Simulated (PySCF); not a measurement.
# CH12Si4: the cost of one run

Programs: PySCF 2.14.0, with density-fitted response routines of our own. Each step states its level of theory. These are calculated values for one molecule, in the gas phase or a continuum, unless marked as measured. Atoms are numbered from 0 throughout.

### Step 1. The starting structure

17 atoms, charge 0, multiplicity 1; geometry from: GFN2-xTB. The atoms were then displaced at random by about 0.01 Å, so the start is not that level's minimum.

Bonds of the start (Å): C0–Si1 1.88, Si1–Si2 2.33, Si2–Si3 2.29, Si3–Si4 2.32, C0–H5 1.12, C0–H6 1.09, C0–H7 1.08, Si1–H8 1.49, Si1–H9 1.47, Si2–H10 1.48, Si2–H11 1.48, Si3–H12 1.45, Si3–H13 1.51, Si4–H14 1.47, Si4–H15 1.46, Si4–H16 1.46.

### Step 2. Optimising the geometry at PBE0-D3(BJ)/def2-SVP

Job settings and geometry (Å):

```
{"job": {"xc": "PBE0", "basis": "def2-SVP", "d3": "d3bj", "grid": 1, "shake": 0.01, "kind": "geom"}, "charge": 0, "multiplicity": 1}
C      1.771180     1.033090    -0.645640
Si     2.113580    -0.135610     0.784200
Si     0.101250    -1.090200     1.459560
Si    -1.467060    -1.229070    -0.199180
Si    -2.323860     0.794040    -0.944030
H      1.007670     1.809670    -0.373580
H      2.653070     1.585600    -0.969290
H      1.377660     0.526810    -1.516170
H      2.813550     0.643370     1.846330
H      3.101700    -1.109320     0.307770
H     -0.446690    -0.305440     2.592660
H      0.375610    -2.398470     2.094210
H     -0.957210    -1.949880    -1.351790
H     -2.630420    -2.100290     0.224100
H     -2.002210     1.852310     0.027710
H     -1.733570     1.229170    -2.202310
H     -3.770760     0.856050    -1.124380
```

The run is started by

```
> OMP_NUM_THREADS=1 python probes_run.py task.json out
```

This one command runs all jobs of the session in turn.

**Question.** How long does this first job take on 1 thread of Intel Xeon at 2.50GHz, shared host, and how much memory does it need?

About 8.7 min, with a peak of 0.6 GiB.
